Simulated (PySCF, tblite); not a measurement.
# CaH₂F₂ (+2), an ion with solvent molecules: NMR shifts, interaction energy, infrared bands, spin-spin couplings and core binding energies, part 2 of 2

tblite 0.8.0 and PySCF 2.14.0. Atoms count from 0, parts from 1.

## 6. Counterpoise and decomposition: PBE0-D3(BJ)/def2-TZVPD

Job settings and geometry (Å):

```
{"job": {"kind": "inter", "xc": "PBE0", "basis": "def2-TZVPD", "disp": "d3bj"}, "charge": 2, "multiplicity": 1, "parts": [{"atoms": "0-0", "charge": 2, "multiplicity": 1}, {"atoms": "1-2", "charge": 0, "multiplicity": 1}, {"atoms": "3-4", "charge": 0, "multiplicity": 1}]}
Ca    -0.703010     1.658462    -1.050048
F      1.318998     2.231960    -1.738317
H      2.183265     2.468967    -2.027859
F     -2.794126     1.283316    -0.435413
H     -3.681638     1.104082    -0.176106
```

Method: PBE0-D3(BJ)/def2-TZVPD interaction energy, counterpoise and uncorrected, gas phase.

The log of the run:

```text
part 1, own basis, geometry of the cluster
coarse grid: 2424 points
cycle   1  E = -676.7201303843  dE =  6.223e-01  |g| = 1.032e-01  |ddm| = 1.832e+00
cycle   2  E = -676.7224261138  dE = -2.296e-03  |g| = 4.191e-02  |ddm| = 1.384e-01
cycle   3  E = -676.7227052696  dE = -2.792e-04  |g| = 8.268e-04  |ddm| = 4.553e-02
cycle   4  E = -676.7227054305  dE = -1.609e-07  |g| = 5.538e-05  |ddm| = 1.223e-03
final grid: 13080 points
cycle   5  E = -676.7194199777  dE = -6.517e-07  |g| = 8.019e-04  |ddm| = 3.324e-03
cycle   6  E = -676.7194200633  dE = -8.560e-08  |g| = 3.064e-04  |ddm| = 1.155e-03
cycle   7  E = -676.7194200782  dE = -1.489e-08  |g| = 6.694e-07  |ddm| = 3.236e-04
cycle   8  E = -676.7194200782  dE = -5.684e-13  |g| = 4.306e-08  |ddm| = 7.732e-07
converged SCF energy = -676.7194200782

part 2, own basis, geometry of the cluster
coarse grid: 1712 points
cycle   1  E = -100.3524776865  dE = -4.985e-02  |g| = 4.977e-01  |ddm| = 6.187e-01
cycle   2  E = -100.3092194429  dE =  4.326e-02  |g| = 7.614e-01  |ddm| = 5.210e-01
cycle   3  E = -100.3932397788  dE = -8.402e-02  |g| = 2.335e-02  |ddm| = 2.959e-01
cycle   4  E = -100.3933196116  dE = -7.983e-05  |g| = 4.528e-03  |ddm| = 1.007e-02
cycle   5  E = -100.3933219421  dE = -2.330e-06  |g| = 3.753e-04  |ddm| = 1.350e-03
final grid: 16976 points
cycle   6  E = -100.3943804639  dE = -2.076e-05  |g| = 3.477e-03  |ddm| = 8.034e-03
cycle   7  E = -100.3943789270  dE =  1.537e-06  |g| = 4.846e-03  |ddm| = 2.938e-03
cycle   8  E = -100.3943821274  dE = -3.200e-06  |g| = 1.011e-04  |ddm| = 1.776e-03
cycle   9  E = -100.3943821287  dE = -1.312e-09  |g| = 1.967e-05  |ddm| = 3.980e-05
cycle  10  E = -100.3943821288  dE = -5.740e-11  |g| = 3.291e-06  |ddm| = 1.064e-05
converged SCF energy = -100.3943821288

part 3, own basis, geometry of the cluster
coarse grid: 1712 points
cycle   1  E = -100.3523759152  dE = -4.988e-02  |g| = 4.976e-01  |ddm| = 6.186e-01
cycle   2  E = -100.3091126040  dE =  4.326e-02  |g| = 7.614e-01  |ddm| = 5.211e-01
cycle   3  E = -100.3931350554  dE = -8.402e-02  |g| = 2.336e-02  |ddm| = 2.959e-01
cycle   4  E = -100.3932149175  dE = -7.986e-05  |g| = 4.528e-03  |ddm| = 1.008e-02
cycle   5  E = -100.3932172480  dE = -2.330e-06  |g| = 3.751e-04  |ddm| = 1.350e-03
final grid: 16976 points
cycle   6  E = -100.3943794938  dE = -2.075e-05  |g| = 3.423e-03  |ddm| = 8.027e-03
cycle   7  E = -100.3943780110  dE =  1.483e-06  |g| = 4.764e-03  |ddm| = 2.891e-03
cycle   8  E = -100.3943811041  dE = -3.093e-06  |g| = 1.021e-04  |ddm| = 1.748e-03
cycle   9  E = -100.3943811054  dE = -1.350e-09  |g| = 1.968e-05  |ddm| = 4.042e-05
cycle  10  E = -100.3943811055  dE = -5.804e-11  |g| = 3.245e-06  |ddm| = 1.065e-05
converged SCF energy = -100.3943811055

part 1, own basis, relaxed alone: E = -676.7194200782 (as before)

part 2, own basis, relaxed alone
coarse grid: 1712 points
cycle   1  E = -100.3541451944  dE = -3.605e-02  |g| = 4.958e-01  |ddm| = 6.253e-01
cycle   2  E = -100.3146264987  dE =  3.952e-02  |g| = 7.430e-01  |ddm| = 5.125e-01
cycle   3  E = -100.3938695929  dE = -7.924e-02  |g| = 2.284e-02  |ddm| = 2.892e-01
cycle   4  E = -100.3939451492  dE = -7.556e-05  |g| = 4.205e-03  |ddm| = 9.787e-03
cycle   5  E = -100.3939471332  dE = -1.984e-06  |g| = 3.557e-04  |ddm| = 1.247e-03
final grid: 16976 points
cycle   6  E = -100.3948398648  dE = -1.860e-05  |g| = 4.005e-03  |ddm| = 7.550e-03
cycle   7  E = -100.3948379307  dE =  1.934e-06  |g| = 5.510e-03  |ddm| = 3.359e-03
cycle   8  E = -100.3948420377  dE = -4.107e-06  |g| = 9.874e-05  |ddm| = 2.017e-03
cycle   9  E = -100.3948420390  dE = -1.265e-09  |g| = 1.772e-05  |ddm| = 3.905e-05
cycle  10  E = -100.3948420390  dE = -4.685e-11  |g| = 3.064e-06  |ddm| = 1.023e-05
converged SCF energy = -100.3948420390

part 3, own basis, relaxed alone: E = -100.3948420390 (as before)

cluster
final grid: 47032 points
cycle   1  E = -877.6214258232  dE = -5.903e-02  |g| = 2.008e-01  |ddm| = 1.262e+00
cycle   2  E = -877.6234216619  dE = -1.996e-03  |g| = 1.860e-01  |ddm| = 2.045e-01
cycle   3  E = -877.6279281267  dE = -4.506e-03  |g| = 4.470e-02  |ddm| = 9.479e-02
cycle   4  E = -877.6281972890  dE = -2.692e-04  |g| = 1.510e-03  |ddm| = 2.398e-02
cycle   5  E = -877.6281976363  dE = -3.473e-07  |g| = 2.246e-04  |ddm| = 1.144e-03
cycle   6  E = -877.6281976442  dE = -7.885e-09  |g| = 4.397e-05  |ddm| = 3.996e-04
cycle   7  E = -877.6281976445  dE = -3.369e-10  |g| = 9.754e-06  |ddm| = 4.639e-05
converged SCF energy = -877.6281976445

part 1 in the basis of the cluster
final grid: 47032 points
cycle   1  E = -676.7197816103  dE = -3.615e-04  |g| = 1.364e-03  |ddm| = 2.042e-01
cycle   2  E = -676.7197817374  dE = -1.271e-07  |g| = 3.114e-04  |ddm| = 3.076e-03
cycle   3  E = -676.7197817510  dE = -1.355e-08  |g| = 5.039e-05  |ddm| = 6.176e-04
cycle   4  E = -676.7197817514  dE = -4.045e-10  |g| = 4.213e-06  |ddm| = 7.512e-05
converged SCF energy = -676.7197817514

part 2 in the basis of the cluster
final grid: 47032 points
cycle   1  E = -100.3944464755  dE = -6.550e-05  |g| = 7.044e-04  |ddm| = 1.485e-01
cycle   2  E = -100.3944466657  dE = -1.902e-07  |g| = 4.542e-04  |ddm| = 4.637e-03
cycle   3  E = -100.3944466852  dE = -1.947e-08  |g| = 2.707e-04  |ddm| = 3.160e-04
cycle   4  E = -100.3944466953  dE = -1.007e-08  |g| = 8.623e-06  |ddm| = 1.247e-04
cycle   5  E = -100.3944466953  dE = -1.161e-11  |g| = 6.588e-07  |ddm| = 5.648e-06
converged SCF energy = -100.3944466953

part 3 in the basis of the cluster
final grid: 47032 points
cycle   1  E = -100.3944325668  dE = -6.545e-05  |g| = 7.032e-04  |ddm| = 1.488e-01
cycle   2  E = -100.3944327569  dE = -1.901e-07  |g| = 4.537e-04  |ddm| = 4.658e-03
cycle   3  E = -100.3944327763  dE = -1.944e-08  |g| = 2.706e-04  |ddm| = 3.170e-04
cycle   4  E = -100.3944327864  dE = -1.005e-08  |g| = 8.424e-06  |ddm| = 1.250e-04
cycle   5  E = -100.3944327864  dE = -1.071e-11  |g| = 6.925e-07  |ddm| = 5.653e-06
converged SCF energy = -100.3944327864

Interaction energy (kcal/mol)
  counterpoise      -75.798
  uncorrected       -76.108
  dispersion part    -0.788
  deformation         0.578
  binding           -75.220

Decomposition of the uncorrected value (kcal/mol)
  electrostatic     -60.524
  Pauli              26.497
  orbital           -41.292
  dispersion         -0.788

Charge of each part in the cluster: 1.913 0.043 0.043
```

It took 3.6 s on 1 thread of Intel Xeon 6975P-C, shared host; peak memory 0.45 GiB.

In short: -75.80 kcal/mol with counterpoise, basis-set superposition error 0.31.

## 7. Infrared spectrum: PBE0-D3(BJ)/def2-SVPD

Job settings and geometry (Å):

```
{"job": {"kind": "irdft", "xc": "PBE0", "basis": "def2-SVPD", "disp": "d3bj", "grid": 2}, "charge": 2, "multiplicity": 1, "parts": [{"atoms": "0-0", "charge": 2, "multiplicity": 1}, {"atoms": "1-2", "charge": 0, "multiplicity": 1}, {"atoms": "3-4", "charge": 0, "multiplicity": 1}]}
Ca    -0.703010     1.658462    -1.050048
F      1.318998     2.231960    -1.738317
H      2.183265     2.468967    -2.027859
F     -2.794126     1.283316    -0.435413
H     -3.681638     1.104082    -0.176106
```

Method: PBE0-D3(BJ)/def2-SVPD harmonic vibrations by differences of gradients, gas phase.

The log of the run:

```text
coarse grid: 5840 points
cycle   1  E = -877.2653377715  dE =  5.960e-01  |g| = 4.877e-01  |ddm| = 3.101e+00
cycle   2  E = -877.2481960386  dE =  1.714e-02  |g| = 6.004e-01  |ddm| = 1.023e+00
cycle   3  E = -877.3039424905  dE = -5.575e-02  |g| = 4.391e-02  |ddm| = 4.386e-01
cycle   4  E = -877.3042334156  dE = -2.909e-04  |g| = 4.674e-03  |ddm| = 5.319e-02
cycle   5  E = -877.3042369719  dE = -3.556e-06  |g| = 3.237e-04  |ddm| = 7.045e-03
final grid: 47032 points
cycle   6  E = -877.3175615676  dE = -3.987e-05  |g| = 3.059e-03  |ddm| = 2.666e-02
cycle   7  E = -877.3175609555  dE =  6.121e-07  |g| = 3.700e-03  |ddm| = 4.141e-03
cycle   8  E = -877.3175630446  dE = -2.089e-06  |g| = 2.166e-04  |ddm| = 2.472e-03
cycle   9  E = -877.3175630517  dE = -7.105e-09  |g| = 2.669e-05  |ddm| = 1.509e-04
cycle  10  E = -877.3175630518  dE = -1.229e-10  |g| = 4.674e-06  |ddm| = 3.542e-05
converged SCF energy = -877.3175630518

mode    cm-1     km/mol
  1      23.5      5.68
  2     294.8      0.45
  3     343.9     50.28
  4     345.3      5.28
  5     350.7    452.27
  6     352.2    439.27
  7     394.3    115.54
  8    3806.4   1217.05
  9    3815.1      3.42
```

Wall time 42 s (1 thread of Intel Xeon 6975P-C, shared host); peak memory 0.39 GiB.

The strongest bands and the atoms that carry them:

```
cm⁻¹  km/mol                       atoms
  24     5.7  Ca0 49 %, F3 22 %, F1 21 %
 344    50.3            H4 73 %, H2 17 %
 351   452.3            H2 47 %, H4 43 %
 352   439.3            H2 63 %, H4 27 %
 394   115.5  Ca0 50 %, F1 24 %, F3 24 %
3806  1217.0            H4 51 %, H2 44 %
```

Strongest bands of the parts alone (cm⁻¹, km/mol): part 2: 4151 (127); part 3: 4151 (127).

On forming the cluster at 298.15 K and 1 atm (harmonic, kcal/mol): zero-point energy +2.04, all enthalpy terms beyond the electronic energy +0.72, −TΔS +14.90.

## 8. J couplings: B3LYP/pcSseg-1+pcJ-1

Job settings and geometry (Å):

```
{"job": {"kind": "j", "xc": "B3LYP", "basis": "pcJ-1"}, "charge": 2, "multiplicity": 1, "parts": [{"atoms": "0-0", "charge": 2, "multiplicity": 1}, {"atoms": "1-2", "charge": 0, "multiplicity": 1}, {"atoms": "3-4", "charge": 0, "multiplicity": 1}]}
Ca    -0.703010     1.658462    -1.050048
F      1.318998     2.231960    -1.738317
H      2.183265     2.468967    -2.027859
F     -2.794126     1.283316    -0.435413
H     -3.681638     1.104082    -0.176106
```

With the program's defaults for keys left out, this is: B3LYP/pcJ-1 Ca:pcSseg-1 indirect spin-spin coupling, non-relativistic, gas phase.

The log of the run:

```text
coarse grid: 5840 points
cycle   1  E = -877.7991463196  dE =  6.184e-01  |g| = 5.972e-01  |ddm| = 2.499e+00
cycle   2  E = -877.7537680118  dE =  4.538e-02  |g| = 8.531e-01  |ddm| = 5.288e-01
cycle   3  E = -877.8502985995  dE = -9.653e-02  |g| = 3.862e-02  |ddm| = 3.140e-01
cycle   4  E = -877.8504810995  dE = -1.825e-04  |g| = 5.132e-03  |ddm| = 1.729e-02
cycle   5  E = -877.8504838390  dE = -2.739e-06  |g| = 3.560e-04  |ddm| = 1.975e-03
final grid: 47032 points
cycle   6  E = -877.8549784196  dE = -1.039e-04  |g| = 2.773e-03  |ddm| = 9.772e-03
cycle   7  E = -877.8549783168  dE =  1.028e-07  |g| = 2.594e-03  |ddm| = 1.805e-03
cycle   8  E = -877.8549791065  dE = -7.897e-07  |g| = 6.866e-04  |ddm| = 1.114e-03
cycle   9  E = -877.8549791660  dE = -5.950e-08  |g| = 3.671e-05  |ddm| = 2.459e-04
cycle  10  E = -877.8549791662  dE = -1.415e-10  |g| = 9.748e-06  |ddm| = 1.535e-05
converged SCF energy = -877.8549791662

Indirect spin-spin couplings (Hz)
  i      j    bonds     total        FC       PSO       DSO        SD
  1 F    2 H    1    706.604   582.588   130.409     1.070    -7.463
  1 F    3 F    2     65.830    54.914     9.842    -1.239     2.314
  1 F    4 H    3      3.302     3.241     1.769    -1.689    -0.019
  2 H    3 F    3      3.304     3.244     1.769    -1.689    -0.019
  3 F    4 H    1    706.314   582.306   130.402     1.070    -7.464

== part 2 alone, relaxed ==
coarse grid: 1712 points
cycle   1  E = -100.3929284843  dE = -3.061e-02  |g| = 5.287e-01  |ddm| = 6.932e-01
cycle   2  E = -100.3654702223  dE =  2.746e-02  |g| = 7.301e-01  |ddm| = 5.188e-01
cycle   3  E = -100.4352348054  dE = -6.976e-02  |g| = 2.142e-02  |ddm| = 2.797e-01
cycle   4  E = -100.4352991628  dE = -6.436e-05  |g| = 4.180e-03  |ddm| = 1.049e-02
cycle   5  E = -100.4353011495  dE = -1.987e-06  |g| = 7.832e-05  |ddm| = 1.448e-03
final grid: 16976 points
cycle   6  E = -100.4417512321  dE = -4.259e-05  |g| = 2.843e-03  |ddm| = 5.226e-03
cycle   7  E = -100.4417506362  dE =  5.960e-07  |g| = 3.536e-03  |ddm| = 2.363e-03
cycle   8  E = -100.4417521992  dE = -1.563e-06  |g| = 1.313e-04  |ddm| = 1.323e-03
cycle   9  E = -100.4417522010  dE = -1.731e-09  |g| = 9.267e-06  |ddm| = 4.463e-05
cycle  10  E = -100.4417522010  dE = -1.270e-11  |g| = 6.799e-07  |ddm| = 4.946e-06
converged SCF energy = -100.4417522010

Indirect spin-spin couplings (Hz)
  i      j    bonds     total        FC       PSO       DSO        SD
  0 F    1 H    1    365.072   153.469   218.340     0.320    -7.057
```

Wall time 3.3 s (1 thread of Intel Xeon 6975P-C, shared host); peak memory 0.41 GiB.

A choice of the couplings up to four bonds, sorted by the number of bonds, with means over like pairs; isotopes 19F, 1H:

```
 pair  bonds  J (Hz)  Fermi contact (Hz)
F1–H2      1   706.5               582.4
F1–F3      2    65.8                54.9
F1–H4      3     3.3                 3.2
```

The response was solved for the nuclei of F, H alone, so couplings that need other nuclei can be missing.

Against the parts alone, each relaxed by itself:

```
 pair  alone (Hz)  in the cluster  change (Hz)
F1–H2       365.1           706.6       +341.5
F3–H4       365.1           706.3       +341.2
```

## 9. Core-electron binding energies: SCAN, X2C

Job settings and geometry (Å):

```
{"job": {"kind": "xps", "holes": 3}, "charge": 2, "multiplicity": 1, "parts": [{"atoms": "0-0", "charge": 2, "multiplicity": 1}, {"atoms": "1-2", "charge": 0, "multiplicity": 1}, {"atoms": "3-4", "charge": 0, "multiplicity": 1}]}
Ca    -0.703010     1.658462    -1.050048
F      1.318998     2.231960    -1.738317
H      2.183265     2.468967    -2.027859
F     -2.794126     1.283316    -0.435413
H     -3.681638     1.104082    -0.176106
```

With the program's defaults for keys left out, this is: delta-SCF UKS SCAN, pcX-2 on the ionised atom, pcseg-1 elsewhere, spin-free X2C.

The log of the run:

```text
ground state, core basis on atom 1 (F), 93 functions
  cycle   1  E = -880.55904006  |g| = 6.14e-01
  cycle   2  E = -880.47484962  |g| = 9.99e-01
  cycle   3  E = -880.61134721  |g| = 4.91e-02
  cycle   4  E = -880.61160799  |g| = 1.99e-02
  cycle   5  E = -880.61165125  |g| = 8.82e-03
  cycle   6  E = -880.61166394  |g| = 5.61e-04
  cycle   7  E = -880.61166280  |g| = 9.00e-05
  E(ground) = -880.55800592 Eh
hole in F 1s of atom 1
  cycle   1  E = -853.82909471  |g| = 2.57e+00
  cycle   2  E = -853.96216823  |g| = 1.98e+00
  cycle   3  E = -854.66490831  |g| = 2.06e-01
  cycle   4  E = -854.67090390  |g| = 4.22e-02
  cycle   5  E = -854.67104003  |g| = 3.60e-02
  cycle   6  E = -854.67143647  |g| = 3.54e-03
  cycle   7  E = -854.67143913  |g| = 1.03e-03
  cycle   8  E = -854.67143937  |g| = 3.07e-04
  E(ion) = -854.62499373 Eh   <S^2> = 0.7561   hole on atom = 1.000   binding energy = 705.673 eV

== part 2 alone, relaxed ==
ground state, core basis on atom 0 (F), 50 functions
  cycle   1  E = -100.49887183  |g| = 5.89e-01
  cycle   2  E = -100.42204198  |g| = 9.83e-01
  cycle   3  E = -100.54813990  |g| = 2.43e-02
  cycle   4  E = -100.54819574  |g| = 5.04e-03
  cycle   5  E = -100.54819811  |g| = 7.84e-04
  cycle   6  E = -100.54819850  |g| = 2.35e-05
  E(ground) = -100.54364792 Eh
hole in F 1s of atom 0
  cycle   1  E = -74.20338307  |g| = 2.56e+00
  cycle   2  E = -74.31356099  |g| = 1.98e+00
  cycle   3  E = -75.02605224  |g| = 2.13e-01
  cycle   4  E = -75.03288069  |g| = 1.33e-02
  cycle   5  E = -75.03290396  |g| = 5.30e-03
  cycle   6  E = -75.03291121  |g| = 7.40e-04
  cycle   7  E = -75.03291110  |g| = 1.57e-04
  E(ion) = -75.03533437 Eh   <S^2> = 0.7564   hole on atom = 1.000   binding energy = 694.117 eV
```

Wall time 1.8 s (1 thread of Intel Xeon 6975P-C, shared host); peak memory 0.41 GiB.

The holes in one table. −ε is the ground-state orbital energy:

```
     hole  stands for               environment  ΔSCF (eV)  −ε (eV)   ⟨S²⟩
F1s on F1      F1, F3  fluorine bonded to Ca, H     705.67    678.4  0.756
```

Each hole run stands for the others of its class of like atoms.

What binding changes (parts relaxed alone, same level, their own basis):

```
     hole  alone (eV)  in the cluster  change (eV)
F1s on F1      694.12          705.67       +11.56
```

## 10. Side by side

Energies in kcal/mol, with wall time:

```
                    run  counterpoise  BSSE  electrostatic  Pauli  orbital  dispersion   time
wB97M-D3(BJ)/def2-TZVPD        -74.04  0.27         -60.30  27.54   -40.67       -0.89   11 s
 PBE0-D3(BJ)/def2-TZVPD        -75.80  0.31         -60.52  26.50   -41.29       -0.79  3.6 s
```

## 11. Outcome

This closing draws on all 2 parts.

| quantity | value |
| --- | --- |
| binding energy (GFN2-xTB) | -350.6 kcal/mol (rough: tight binding is poor for bare ions) |
| point group | C2v |
| rotational constants (main isotopes) | 1960.60, 2.46, 2.46 GHz |
| shieldings of H, Ca, F (PBE0/pcSseg-2, a mean where the table joins atoms) | H2 23.2, Ca0 1333.6, F1 372.2 ppm |
| largest proton shift on binding | H4, +5.99 ppm |
| interaction energy, counterpoise (wB97M-D3(BJ)/def2-TZVPD) | -74.04 kcal/mol |
| superposition error | 0.27 kcal/mol |
| binding energy (with deformation) | -73.61 kcal/mol |
| strongest single infrared mode (PBE0-D3(BJ)/def2-SVPD) | 3806 cm⁻¹ |
| largest coupling of the table (B3LYP/pcSseg-1+pcJ-1) | 1J(F,H) F1–H2, 706.5 Hz (mean over like pairs) |
| F1s binding energies, SCAN/pcX-2 | F1 705.67 eV |
| range of the interaction energy over the runs of this table | -75.80 to -74.04 kcal/mol |

In words: At its xTB geometry the search ends with the contact Ca0···F3 (bond, 2.11 Å); 6 starts can't prove it the lowest minimum. Further contacts there: Ca0···F1 (bond, 2.11 Å). A later relaxation moves these distances. The start of the PBE0/def2-SVPD relaxation was shaken at random by about 0.01 Å, so part of the energy gained, and of the first lengths quoted, undoes that. Relaxing lowered the energy by 0.261 eV in 8 steps; the close pair that moved most is Ca0–F3, from 2.093 to 2.212 Å. At PBE0/pcSseg-2: Shielding is most anisotropic at F1, F3 (span 170 ppm, paramagnetic term -99 ppm). On binding (GIAO PBE0/pcSseg-2 NMR shielding, non-relativistic, gas phase), H4 moves most among the protons, 5.99 ppm downfield. Tight binding gave -350.6 kcal/mol, far from this level. No mode is imaginary at PBE0-D3(BJ)/def2-SVPD; the softest lies at 24 cm⁻¹. Density functionals describe couplings to fluorine poorly, F–F couplings above all, so those rows are rough. The interaction energy runs from -75.80 (PBE0-D3(BJ)/def2-TZVPD) to -74.04 kcal/mol (wB97M-D3(BJ)/def2-TZVPD).
